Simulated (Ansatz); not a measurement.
This script drives Ansatz 0.2.0, Python API.

`sn3bi.py`
```python
"""Fermi surface readings for Sn3Bi."""

import ansatz

OCCUPATIONS = "fermi_dirac"

structure = (
    ansatz.Lattice.fcc(7.698034)
    .space_group(225)
    .atom("Sn", (0.0, 0.0, 0.0))
    .atom("Sn", (0.25, 0.75, 0.75))
    .atom("Bi", (0.5, 0.0, 0.0))
    .primitive()
)

model = (
    structure.calculation()
    .occupations(OCCUPATIONS, width=50 * ansatz.meV)
    .kpoints(5)
    .functional(ansatz.Functional.R2SCAN)
    .eigenstates(nscf_kmesh=(8, 8, 8), level_slopes=True)
)
surface = model.run(threads=1).fermi_surface().to_plain()
for way, reading in surface.items():
    if reading:
        rho_lambda = [f"{v:.3e}" for v in reading["resistivity_times_mean_free_path_ohm_m2"]]
        print(f"{way:24s} area {reading['spin_summed_area_per_ang2']:8.3f} 1/A^2  rho*lambda (ohm m^2) {rho_lambda}")
```

It is started by `python sn3bi.py`. How long does it take on 1 thread of Arm Neoverse V1 (shared host), and how much memory does it need?

It took about 17 s, with a peak of 0.63 GiB, for 1 run of the engine.

`python sn3bi.py` gives:
```text
DeckWarning: basis.ecutwfc = 500 eV, auto-derived from the records' recommended cutoffs: set by Sn (their level for a meta-GGA)
by_tetrahedra            area   30.062 1/A^2  rho*lambda (ohm m^2) ['1.017e-15', '1.017e-15', '1.017e-15']
by_slopes                area   40.103 1/A^2  rho*lambda (ohm m^2) ['7.623e-16', '7.623e-16', '7.623e-16']
on_every_second_point    area   24.135 1/A^2  rho*lambda (ohm m^2) ['1.267e-15', '1.267e-15', '1.267e-15']
```
(Warnings from the package without file and line.)

What to keep in mind:
- The mesh is modest for a metal, so energies can be off by several to tens of meV an atom and pressures by half a GPa or more; differences at equal mesh fare better.
- Spin-orbit coupling, which matters for elements this heavy, is left out.
- This cell is a computed structure, which may not be the phase found in nature.
- The three readings differ by the mesh error.

(Lines on the test bed's own set-up are left out of the output.)
